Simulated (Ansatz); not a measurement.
# C2H2BS with multiplicity 2: two geometries relaxed

Are the two ends of the shift of H6 from C1 to B2 separate minima, and which lies lower? Each is relaxed from a guess. SMILES of the start: [CH2]B=C=S.

Method: UKS PBE0-D4/def2-SVP, in Ansatz 0.2.0.

**1. The starting structure**

Bond lengths: C1–B2 1.415 Å, B2–C3 1.401 Å, C3–S4 1.571 Å, C1–H5 1.080 Å, C1–H6 1.080 Å. Angles: C1–B2–C3 179.9°, B2–C1–H5 123.9°, B2–C1–H6 123.8°, H5–C1–H6 112.3°, B2–C3–S4 179.8°.

Coordinates:

```xyz
6

C    -0.4479    1.1482    0.0958
B     0.0642   -0.1665   -0.0159
C     0.5708   -1.4686   -0.1248
S     1.1441   -2.9267   -0.2434
H    -1.4434    1.4342   -0.2097
H     0.1122    1.9795    0.4980
```

**2. End point A**

input.yaml

```yaml
crystal:
  periodic: [false, false, false]
  atoms:
    - { symbol: C, position_ang: [-0.44787, 1.14823, 0.09581] }
    - { symbol: B, position_ang: [0.06417, -0.16654, -0.01588] }
    - { symbol: C, position_ang: [0.57083, -1.46858, -0.12476] }
    - { symbol: S, position_ang: [1.14406, -2.92674, -0.24338] }
    - { symbol: H, position_ang: [-1.44336, 1.43418, -0.20974] }
    - { symbol: H, position_ang: [0.11217, 1.97946, 0.49795] }
magnetization:
  spin_polarized: true
  initial_magnetization: 1
basis:
  gaussian: { orbitals: def2-SVP }
hamiltonian:
  xc: pbe0
  dispersion: d4
relax:
  f_tol: 0.02
  max_steps: 50
```

On the command line:

```
$ ansatz run input.yaml --threads 2 --pin off --max-ram 3072MiB --backend cpu --events-out ev --progress --plain --runs-dir out
```

The program printed:

```text
Warning: RAYON_NUM_THREADS=2 ignored (pool sized by the plan → 2); use --threads N
The last accepted step is kept in <dir> (removed where the run ends without a failure and the disk answers)
Engine: ansatz 0.2.0, aarch64-unknown-linux-gnu
Functional definition: PBE0
  parameter a = 0.25
  parameter kappa = 0.804
  parameter beta = 0.06672455060314922
  exchange = (1 - a)*pbe_x(kappa = kappa, mu = beta*pi^2/3) + a*exact_x
  correlation = pbe_c(beta = beta)
773 factors; integrals over basis functions are off by at most 2.8e-4 eV
mean field evaluation 1: about -13590.4623 eV, gradient 4.5e1 eV
mean field evaluation 2: about -13560.0503 eV, gradient 7.5e1 eV
mean field evaluation 4: about -13600.1404 eV, gradient 2.0e1 eV
mean field evaluation 8: about -13602.6335 eV, gradient 3.1e-1 eV
mean field evaluation 16: about -13602.6421 eV, gradient 1.0e-2 eV
mean field evaluation 32: about -13602.4657 eV, gradient 1.8e0 eV
mean field -13602.64207741 eV, -499.8878761427 hartree, gradient 1.8e-5 eV, S^2 0.819643; 4 other end points of the search recorded, 0 dependent functions left out
the calculation of the forces begins
reference -13602.64209863 eV, -499.8878769227 hartree; 18, 17 occupied and 52, 53 virtual orbitals, 773 factors
relax step   1: F+E_penalty+E_count = -13602.74012531 eV  Δ(F+E_penalty+E_count) = +0.000e0 eV  max|allowed force component| = 1.442e0 eV/Å  Δτ_max = 0.0000 Å  (68 SCF iters, accepted)
these checks for a lower state are left out or cut short: starts, cluster_reference, orbital_swaps, neighbouring_geometries, increment
773 factors; integrals over basis functions are off by at most 2.8e-4 eV
mean field -13602.66364115 eV, -499.8886685956 hartree, gradient 2.0e-5 eV, S^2 0.811940; 0 other end points of the search recorded, 0 dependent functions left out
the calculation of the forces begins
reference -13602.66366239 eV, -499.8886693763 hartree; 18, 17 occupied and 52, 53 virtual orbitals, 773 factors
relax step   2: F+E_penalty+E_count = -13602.76154785 eV  Δ(F+E_penalty+E_count) = -2.142e-2 eV  max|allowed force component| = 5.826e-1 eV/Å  Δτ_max = 0.0202 Å  (47 SCF iters, accepted)
these checks for a lower state are left out or cut short: starts, cluster_reference, orbital_swaps, neighbouring_geometries, increment
773 factors; integrals over basis functions are off by at most 3.5e-4 eV
mean field -13602.58000103 eV, -499.8855948779 hartree, gradient 1.8e-5 eV, S^2 0.811239; 0 other end points of the search recorded, 0 dependent functions left out
the calculation of the forces begins
reference -13602.58002249 eV, -499.8855956665 hartree; 18, 17 occupied and 52, 53 virtual orbitals, 773 factors
relax step   3: F+E_penalty+E_count = -13602.67771267 eV  Δ(F+E_penalty+E_count) = +8.384e-2 eV  max|allowed force component| = 1.106e0 eV/Å  Δτ_max = 0.1202 Å  (46 SCF iters, rejected (line search))
these checks for a lower state are left out or cut short: starts, cluster_reference, orbital_swaps, neighbouring_geometries, increment
773 factors; integrals over basis functions are off by at most 2.9e-4 eV
mean field -13602.66890372 eV, -499.8888619917 hartree, gradient 2.5e-5 eV, S^2 0.806677; 0 other end points of the search recorded, 0 dependent functions left out
the calculation of the forces begins
reference -13602.66892495 eV, -499.8888627718 hartree; 18, 17 occupied and 52, 53 virtual orbitals, 773 factors
relax step   4: F+E_penalty+E_count = -13602.76683270 eV  Δ(F+E_penalty+E_count) = -5.285e-3 eV  max|allowed force component| = 3.234e-2 eV/Å  Δτ_max = 0.0162 Å  (50 SCF iters, accepted)
these checks for a lower state are left out or cut short: starts, cluster_reference, orbital_swaps, neighbouring_geometries, increment
773 factors; integrals over basis functions are off by at most 2.9e-4 eV
mean field evaluation 64: about -13602.6690 eV, gradient 1.3e-4 eV
mean field -13602.66896183 eV, -499.8888641272 hartree, gradient 2.2e-5 eV, S^2 0.805851; 0 other end points of the search recorded, 0 dependent functions left out
the calculation of the forces begins
reference -13602.66898305 eV, -499.8888649071 hartree; 18, 17 occupied and 52, 53 virtual orbitals, 773 factors
relax step   5: F+E_penalty+E_count = -13602.76689276 eV  Δ(F+E_penalty+E_count) = -6.006e-5 eV  max|allowed force component| = 1.435e-2 eV/Å  Δτ_max = 0.0028 Å  (38 SCF iters, accepted)
773 factors; integrals over basis functions are off by at most 2.9e-4 eV
mean field evaluation 96: about -13602.6230 eV, gradient 4.1e-1 eV
mean field -13602.66896183 eV, -499.8888641272 hartree, gradient 2.2e-5 eV, S^2 0.805851; 5 other end points of the search recorded, 0 dependent functions left out
the calculation of the forces begins
reference -13602.66898305 eV, -499.8888649071 hartree; 18, 17 occupied and 52, 53 virtual orbitals, 773 factors
Total energy: -13602.76691399 eV, -499.8924638024 hartree
Atom 0 at    -0.450901     1.155653     0.097067 Å, force    -0.002487     0.005887     0.000422 eV/Å
Atom 1 at     0.062014    -0.158772    -0.013264 Å, force     0.005543    -0.014352    -0.001158 eV/Å
Atom 2 at     0.576744    -1.478148    -0.124101 Å, force     0.000222    -0.000052    -0.000120 eV/Å
Atom 3 at     1.140486    -2.922875    -0.245521 Å, force    -0.002168     0.005378     0.000529 eV/Å
Atom 4 at    -1.464761     1.420192    -0.221625 Å, force    -0.001244     0.001395    -0.000135 eV/Å
Atom 5 at     0.136418     1.983960     0.507444 Å, force     0.000134     0.001745     0.000461 eV/Å
Dipole moment:    -0.025694     0.065851     0.005522 e Å
```

Run time: 12 s. Hardware: 2 threads of Arm Neoverse V1, shared host; peak memory 0.17 GiB.

Step by step:

```
step  energy from step 1 (eV)  largest force component (eV/Å)
   1                   0.0000                          1.4417
   2                  -0.0214                          0.5826
  3x                   0.0624                          1.1059
   4                  -0.0267                          0.0323
   5                  -0.0268                          0.0144
```

Step 1 is the start. 1 step was tried and not accepted (marked x).

After: Bond lengths: C1–B2 1.415 Å, B2–C3 1.421 Å, C3–S4 1.556 Å, C1–H5 1.095 Å, C1–H6 1.095 Å. Angles: C1–B2–C3 180.0°, B2–C1–H5 122.5°, B2–C1–H6 122.5°, H5–C1–H6 115.0°, B2–C3–S4 180.0°.

**3. End point B**

The second end starts from a geometry with the move made by hand.

Edit input.yaml of step 2 so:

```diff
@@ -8,3 +8,3 @@
     - { symbol: H, position_ang: [-1.44336, 1.43418, -0.20974] }
-    - { symbol: H, position_ang: [0.11217, 1.97946, 0.49795] }
+    - { symbol: H, position_ang: [0.27135, 0.52241, -0.93855] }
 magnetization:
```

On the command line:

```
$ ansatz run input.yaml --threads 2 --pin off --max-ram 3072MiB --backend cpu --events-out ev --progress --plain --runs-dir out
```

The program printed:

```text
Warning: RAYON_NUM_THREADS=2 ignored (pool sized by the plan → 2); use --threads N
[... 8 set-up lines as earlier in the session ...]
773 factors; integrals over basis functions are off by at most 3.5e-4 eV
mean field evaluation 1: about -13589.8533 eV, gradient 4.0e1 eV
mean field evaluation 2: about -13549.7222 eV, gradient 7.8e1 eV
mean field evaluation 4: about -13598.5810 eV, gradient 1.6e1 eV
mean field evaluation 8: about -13600.1425 eV, gradient 5.6e-1 eV
mean field evaluation 16: about -13600.1803 eV, gradient 7.1e-2 eV
mean field evaluation 32: about -13600.1824 eV, gradient 7.1e-5 eV
mean field -13600.18238911 eV, -499.7974842652 hartree, gradient 7.7e-6 eV, S^2 0.764001; 2 other end points of the search recorded, 0 dependent functions left out
the calculation of the forces begins
reference -13600.18240870 eV, -499.7974849851 hartree; 18, 17 occupied and 52, 53 virtual orbitals, 773 factors
relax step   1: F+E_penalty+E_count = -13600.27450816 eV  Δ(F+E_penalty+E_count) = +0.000e0 eV  max|allowed force component| = 3.001e0 eV/Å  Δτ_max = 0.0000 Å  (79 SCF iters, accepted)
these checks for a lower state are left out or cut short: starts, cluster_reference, orbital_swaps, neighbouring_geometries, increment
773 factors; integrals over basis functions are off by at most 4.3e-4 eV
mean field -13600.60163270 eV, -499.8128911829 hartree, gradient 5.2e-6 eV, S^2 0.765323; 0 other end points of the search recorded, 0 dependent functions left out
the calculation of the forces begins
reference -13600.60165239 eV, -499.8128919063 hartree; 18, 17 occupied and 52, 53 virtual orbitals, 773 factors
relax step   2: F+E_penalty+E_count = -13600.69301014 eV  Δ(F+E_penalty+E_count) = -4.185e-1 eV  max|allowed force component| = 1.424e0 eV/Å  Δτ_max = 0.1524 Å  (72 SCF iters, accepted)
these checks for a lower state are left out or cut short: starts, cluster_reference, orbital_swaps, neighbouring_geometries, increment
773 factors; integrals over basis functions are off by at most 5.3e-4 eV
mean field evaluation 64: about -13600.8585 eV, gradient 8.5e-1 eV
mean field -13600.87764484 eV, -499.8230344419 hartree, gradient 3.4e-6 eV, S^2 0.756127; 0 other end points of the search recorded, 0 dependent functions left out
the calculation of the forces begins
reference -13600.87766455 eV, -499.8230351663 hartree; 18, 17 occupied and 52, 53 virtual orbitals, 773 factors
relax step   3: F+E_penalty+E_count = -13600.96870266 eV  Δ(F+E_penalty+E_count) = -2.757e-1 eV  max|allowed force component| = 2.743e0 eV/Å  Δτ_max = 0.1355 Å  (87 SCF iters, accepted)
these checks for a lower state are left out or cut short: starts, cluster_reference, orbital_swaps, neighbouring_geometries, increment
773 factors; integrals over basis functions are off by at most 6.7e-4 eV
mean field -13601.30345614 eV, -499.8386827185 hartree, gradient 2.3e-5 eV, S^2 0.754400; 0 other end points of the search recorded, 0 dependent functions left out
the calculation of the forces begins
reference -13601.30347635 eV, -499.8386834611 hartree; 18, 17 occupied and 52, 53 virtual orbitals, 773 factors
relax step   4: F+E_penalty+E_count = -13601.40203933 eV  Δ(F+E_penalty+E_count) = -4.333e-1 eV  max|allowed force component| = 2.749e0 eV/Å  Δτ_max = 0.1925 Å  (53 SCF iters, accepted)
these checks for a lower state are left out or cut short: starts, cluster_reference, orbital_swaps, neighbouring_geometries, increment
773 factors; integrals over basis functions are off by at most 8.4e-4 eV
mean field evaluation 96: about -13601.6896 eV, gradient 1.6e-5 eV
mean field -13601.68962404 eV, -499.8528741271 hartree, gradient 1.6e-5 eV, S^2 0.760795; 0 other end points of the search recorded, 0 dependent functions left out
the calculation of the forces begins
reference -13601.68964522 eV, -499.8528749056 hartree; 18, 17 occupied and 52, 53 virtual orbitals, 773 factors
relax step   5: F+E_penalty+E_count = -13601.78813371 eV  Δ(F+E_penalty+E_count) = -3.861e-1 eV  max|allowed force component| = 3.107e0 eV/Å  Δτ_max = 0.1856 Å  (54 SCF iters, accepted)
these checks for a lower state are left out or cut short: starts, cluster_reference, orbital_swaps, neighbouring_geometries, increment
773 factors; integrals over basis functions are off by at most 7.6e-4 eV
mean field -13601.98927652 eV, -499.8638861528 hartree, gradient 1.4e-5 eV, S^2 0.781793; 0 other end points of the search recorded, 0 dependent functions left out
the calculation of the forces begins
reference -13601.98929806 eV, -499.8638869443 hartree; 18, 17 occupied and 52, 53 virtual orbitals, 773 factors
relax step   6: F+E_penalty+E_count = -13602.08778224 eV  Δ(F+E_penalty+E_count) = -2.996e-1 eV  max|allowed force component| = 2.873e0 eV/Å  Δτ_max = 0.1798 Å  (53 SCF iters, accepted)
these checks for a lower state are left out or cut short: starts, cluster_reference, orbital_swaps, neighbouring_geometries, increment
773 factors; integrals over basis functions are off by at most 6.4e-4 eV
mean field -13602.49825226 eV, -499.8825906661 hartree, gradient 2.3e-5 eV, S^2 0.809540; 0 other end points of the search recorded, 0 dependent functions left out
the calculation of the forces begins
reference -13602.49827372 eV, -499.8825914548 hartree; 18, 17 occupied and 52, 53 virtual orbitals, 773 factors
relax step   7: F+E_penalty+E_count = -13602.59711858 eV  Δ(F+E_penalty+E_count) = -5.093e-1 eV  max|allowed force component| = 8.215e-1 eV/Å  Δτ_max = 0.1974 Å  (47 SCF iters, accepted)
these checks for a lower state are left out or cut short: starts, cluster_reference, orbital_swaps, neighbouring_geometries, increment
773 factors; integrals over basis functions are off by at most 7.2e-4 eV
mean field -13602.53503024 eV, -499.8839422319 hartree, gradient 2.1e-5 eV, S^2 0.815143; 0 other end points of the search recorded, 0 dependent functions left out
the calculation of the forces begins
reference -13602.53505201 eV, -499.8839430321 hartree; 18, 17 occupied and 52, 53 virtual orbitals, 773 factors
relax step   8: F+E_penalty+E_count = -13602.63328573 eV  Δ(F+E_penalty+E_count) = -3.617e-2 eV  max|allowed force component| = 1.252e0 eV/Å  Δτ_max = 0.1961 Å  (46 SCF iters, accepted)
these checks for a lower state are left out or cut short: starts, cluster_reference, orbital_swaps, neighbouring_geometries, increment
773 factors; integrals over basis functions are off by at most 7.8e-4 eV
mean field evaluation 128: about -13602.6602 eV, gradient 2.8e-5 eV
mean field -13602.66021062 eV, -499.8885425259 hartree, gradient 1.4e-5 eV, S^2 0.803148; 0 other end points of the search recorded, 0 dependent functions left out
the calculation of the forces begins
reference -13602.66023203 eV, -499.8885433130 hartree; 18, 17 occupied and 52, 53 virtual orbitals, 773 factors
relax step   9: F+E_penalty+E_count = -13602.75820823 eV  Δ(F+E_penalty+E_count) = -1.249e-1 eV  max|allowed force component| = 2.885e-1 eV/Å  Δτ_max = 0.2000 Å  (49 SCF iters, accepted)
these checks for a lower state are left out or cut short: starts, cluster_reference, orbital_swaps, neighbouring_geometries, increment
773 factors; integrals over basis functions are off by at most 8.0e-4 eV
mean field -13602.66881113 eV, -499.8888585890 hartree, gradient 1.6e-5 eV, S^2 0.806775; 0 other end points of the search recorded, 0 dependent functions left out
the calculation of the forces begins
reference -13602.66883240 eV, -499.8888593707 hartree; 18, 17 occupied and 52, 53 virtual orbitals, 773 factors
relax step  10: F+E_penalty+E_count = -13602.76672171 eV  Δ(F+E_penalty+E_count) = -8.513e-3 eV  max|allowed force component| = 2.544e-2 eV/Å  Δτ_max = 0.0693 Å  (46 SCF iters, accepted)
these checks for a lower state are left out or cut short: starts, cluster_reference, orbital_swaps, neighbouring_geometries, increment
773 factors; integrals over basis functions are off by at most 8.0e-4 eV
mean field -13602.66895789 eV, -499.8888639823 hartree, gradient 2.3e-5 eV, S^2 0.806119; 0 other end points of the search recorded, 0 dependent functions left out
the calculation of the forces begins
reference -13602.66897915 eV, -499.8888647636 hartree; 18, 17 occupied and 52, 53 virtual orbitals, 773 factors
relax step  11: F+E_penalty+E_count = -13602.76688862 eV  Δ(F+E_penalty+E_count) = -1.669e-4 eV  max|allowed force component| = 3.083e-3 eV/Å  Δτ_max = 0.0093 Å  (39 SCF iters, accepted)
773 factors; integrals over basis functions are off by at most 8.0e-4 eV
mean field evaluation 160: about -13602.6656 eV, gradient 9.9e-2 eV
mean field -13602.66895789 eV, -499.8888639823 hartree, gradient 2.3e-5 eV, S^2 0.806119; 5 other end points of the search recorded, 0 dependent functions left out
the calculation of the forces begins
reference -13602.66897915 eV, -499.8888647636 hartree; 18, 17 occupied and 52, 53 virtual orbitals, 773 factors
Total energy: -13602.76690988 eV, -499.8924636514 hartree
Atom 0 at    -0.433266     0.900925    -0.408815 Å, force    -0.000028    -0.000185    -0.001653 eV/Å
Atom 1 at     0.088546    -0.400584    -0.215465 Å, force     0.001287     0.000216     0.001031 eV/Å
Atom 2 at     0.613907    -1.705999    -0.021995 Å, force     0.001224    -0.003083    -0.000650 eV/Å
Atom 3 at     1.189971    -3.135423     0.189092 Å, force    -0.001722     0.002611     0.000331 eV/Å
Atom 4 at    -1.172435     1.345617     0.265993 Å, force    -0.000152    -0.000351     0.000559 eV/Å
Atom 5 at    -0.127543     1.538423    -1.245311 Å, force    -0.000610     0.000792     0.000382 eV/Å
Dipole moment:    -0.026086     0.065316    -0.009817 e Å
```

It took 26 s on 2 threads of Arm Neoverse V1, shared host; peak memory 0.17 GiB.

The steps of the relaxation:

```
step  energy from step 1 (eV)  largest force component (eV/Å)
   1                   0.0000                          3.0011
   2                  -0.4185                          1.4240
   3                  -0.6942                          2.7427
   4                  -1.1275                          2.7491
   5                  -1.5136                          3.1075
   6                  -1.8133                          2.8726
   7                  -2.3226                          0.8215
   8                  -2.3588                          1.2517
   9                  -2.4837                          0.2885
  10                  -2.4922                          0.0254
  11                  -2.4924                          0.0031
```

Step 1 is the start.

After: Bond lengths: C1–B2 1.415 Å, B2–C3 1.420 Å, C3–S4 1.556 Å, C1–H5 1.095 Å, C1–H6 1.095 Å. Angles: C1–B2–C3 179.9°, B2–C1–H5 122.5°, B2–C1–H6 122.5°, H5–C1–H6 115.0°, B2–C3–S4 180.0°.

Pairs that crossed the distance rule for bonds on the way: came closer C1–H6; moved apart B2–H6.

**4. What came out**

| quantity | value |
| --- | --- |
| end A | 3 moves, 0.027 eV lower |
| end B | 10 moves, 2.492 eV lower |
| largest difference between the ends | 0.00 Å |
| end B relative to end A | +0.000 eV |

What this shows: The two relaxations end at one structure, within 0.00 Å: no second minimum was found from this start, which doesn't rule one out.
